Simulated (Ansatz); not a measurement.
# Alloy of NaCl and KCl (2 of 8 Na sites exchanged), 16 atoms with displaced atoms

Wanted: the effect of changed settings on energy, forces, pressure and convergence.

Method: density functional theory in Ansatz 0.2.0, PAW datasets, plane waves.

1 further run of the same task is left out (for a known fault of the program).

## (1) The system as built

16 atoms (8 Cl, 6 Na, 2 K); a = 8.093 Å, b = 8.093 Å, c = 8.093 Å, α = 60.00°, β = 60.00°, γ = 60.00°. All atoms were shaken off their sites by about 0.02 Å along each axis.

## (2) PBEsol single point

in.yaml

```yaml
crystal:
  lattice:
    - [0.000000, 5.722290, 5.722290]
    - [5.722290, 0.000000, 5.722290]
    - [5.722290, 5.722290, 0.000000]
  atoms:
    - { symbol: Cl, position: [0.752681, 0.249087, 0.248184] }
    - { symbol: Cl, position: [0.249440, 0.756895, 0.746065] }
    - { symbol: Cl, position: [0.250030, 0.750994, 0.251445] }
    - { symbol: Cl, position: [0.745506, 0.251302, 0.750304] }
    - { symbol: Cl, position: [0.251415, 0.249938, 0.748105] }
    - { symbol: Cl, position: [0.749104, 0.749481, 0.246479] }
    - { symbol: Cl, position: [0.253465, 0.247369, 0.246461] }
    - { symbol: Cl, position: [0.753837, 0.750985, 0.748188] }
    - { symbol: Na, position: [0.002308, 0.001134, 0.997153] }
    - { symbol: Na, position: [0.492839, 0.502445, 0.503269] }
    - { symbol: Na, position: [0.507810, 0.499846, 0.996158] }
    - { symbol: Na, position: [0.004129, 0.496199, 0.001074] }
    - { symbol: Na, position: [0.496355, 0.000911, 0.000635] }
    - { symbol: Na, position: [0.997265, 0.496212, 0.504208] }
    - { symbol: K, position: [0.001285, 0.002418, 0.499081] }
    - { symbol: K, position: [0.498781, 0.998696, 0.495880] }
kpoints:
  mp_grid: { grid: [2, 2, 2], shift: [0.5, 0.5, 0.5] }
hamiltonian:
  xc: pbesol
scf:
  occupations: { method: fermi_dirac, width: 0.01 }
output:
  forces: true
  eigenvalues: true
  stress: true
  populations: true
```

Started as:

```sh
$ ansatz run in.yaml --threads 8 --pin off --max-ram 13300MiB --runs-dir r --events-out ev --progress --plain
```

## (3) Variant: smearing width 0.001 eV

Edit in.yaml of step 2 so:

```diff
@@ -27,3 +27,4 @@
 scf:
-  occupations: { method: fermi_dirac, width: 0.01 }
+  occupations: { method: fermi_dirac, width: 0.001 }
+  max_iter: 90
 output:
@@ -32,2 +33 @@
   stress: true
-  populations: true
```

## (4) Variant: xc grid 2, at most 4 cycles

Edit in.yaml of step 3 so:

```diff
@@ -24,2 +24,3 @@
   mp_grid: { grid: [2, 2, 2], shift: [0.5, 0.5, 0.5] }
+basis: { xc_grid: 2 }
 hamiltonian:
@@ -27,4 +28,4 @@
 scf:
-  occupations: { method: fermi_dirac, width: 0.001 }
-  max_iter: 90
+  occupations: { method: fermi_dirac, width: 0.01 }
+  max_iter: 4
 output:
```

## (5) Variant: occupations cold

Edit in.yaml of step 4 so:

```diff
@@ -24,3 +24,2 @@
   mp_grid: { grid: [2, 2, 2], shift: [0.5, 0.5, 0.5] }
-basis: { xc_grid: 2 }
 hamiltonian:
@@ -28,4 +27,4 @@
 scf:
-  occupations: { method: fermi_dirac, width: 0.01 }
-  max_iter: 4
+  occupations: { method: cold, width: 0.01 }
+  max_iter: 50
 output:
```

## (6) Run again with xc grid 3

Edit in.yaml of step 5 so:

```diff
@@ -24,2 +24,3 @@
   mp_grid: { grid: [2, 2, 2], shift: [0.5, 0.5, 0.5] }
+basis: { xc_grid: 3 }
 hamiltonian:
@@ -27,4 +28,4 @@
 scf:
-  occupations: { method: cold, width: 0.01 }
-  max_iter: 50
+  occupations: { method: fermi_dirac, width: 0.01 }
+  max_iter: 90
 output:
@@ -33 +34,5 @@
   stress: true
+  write_density: true
+  write_potential: true
+  elf: true
+  volumetric_format: npy
```

## (7) Variant: k points 2×2×2, starting moment 2 μB, at most 14 cycles

Edit in.yaml of step 6 so:

```diff
@@ -23,9 +23,11 @@
 kpoints:
-  mp_grid: { grid: [2, 2, 2], shift: [0.5, 0.5, 0.5] }
-basis: { xc_grid: 3 }
+  mp_grid: { grid: [2, 2, 2] }
 hamiltonian:
   xc: pbesol
+magnetization:
+  spin_polarized: true
+  initial_magnetization: 2
 scf:
   occupations: { method: fermi_dirac, width: 0.01 }
-  max_iter: 90
+  max_iter: 14
 output:
@@ -34,5 +36 @@
   stress: true
-  write_density: true
-  write_potential: true
-  elf: true
-  volumetric_format: npy
```

What does the calculation give? Wanted: for each run, settings; status; energy from base; forces from base.

The runs gave:

| settings | status | cycles | time | energy from base (meV/atom) | forces from base (eV/Å rms) | filled to empty level on the mesh (eV) |
| --- | --- | --- | --- | --- | --- | --- |
| base | converged | 6 | 2.2 s (8 CPU threads) | 0 | 0 | 5.49 |
| smearing width 0.001 eV | converged | 6 | 1.6 s (8 CPU threads) | 0.0 | 0.000 | 5.49 |
| xc grid 2, at most 4 cycles | not converged | - | 2.1 s (8 CPU threads) | - | - | - |
| occupations cold | converged | 6 | 1.6 s (8 CPU threads) | 0.0 | 0.000 | 5.49 |
| xc grid 3 | converged | 6 | 2.7 s (8 CPU threads) | 0.0 | 0.000 | 5.49 |
| k points 2×2×2, starting moment 2 μB, at most 14 cycles | converged | 13 | 4.8 s (8 CPU threads) | +0.7 | 0.000 | 4.98 |

**Reading.** Among these variants the forces move most with k points 2×2×2, starting moment 2 μB, at most 14 cycles (0.000 eV/Å rms). 1 of 5 variants gave no result: xc grid 2, at most 4 cycles (not converged).
